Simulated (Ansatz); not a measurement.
Runs of Ansatz 0.2.0 on TaV. It takes space group Cmmm (No. 65, orthorhombic). Conventional cell: a = 3.213 Å, b = 4.616 Å, c = 4.341 Å, α = 90.00°, β = 90.00°, γ = 90.00°. Ta (site symmetry mmm) has 4 V at 2.70 Å and 4 Ta at 2.81 Å as nearest neighbours. Around V (site symmetry mmm) lie 4 Ta at 2.70 Å and 4 V at 2.81 Å. The cell comes from a database or a generator and needn't be the stable form of this composition.

```tsv
level	pressure (GPa)	moment (μB)	relaxed volume (Å³/atom)
PBE	0.0	0.46	(c)
BLYP	0.0	0.31	16.56
LDA	0.0	0.00	(a)
revPBE	0.0	0.53	16.32
RPBE	0.0	0.56	(b)
PBEsol	0.0	0.00	15.46
```

Alike in all rows: task relaxation of cell and atoms; potentials or basis all-electron LAPW, scalar-relativistic; spin collinear, ferromagnetic start; cell relaxed; k mesh 7 × 7 × 5; smearing fermi-dirac 0.05 eV; basis error allowed 0.001 eV/atom.

Problem. Estimate the missing entries.

Solution. (a) 15.00; (b) 16.42; (c) 16.07.

Caveats: the k mesh is thin for a metal, which can move the energy by tens of meV per atom; the starting moments weren't kept (some runs).
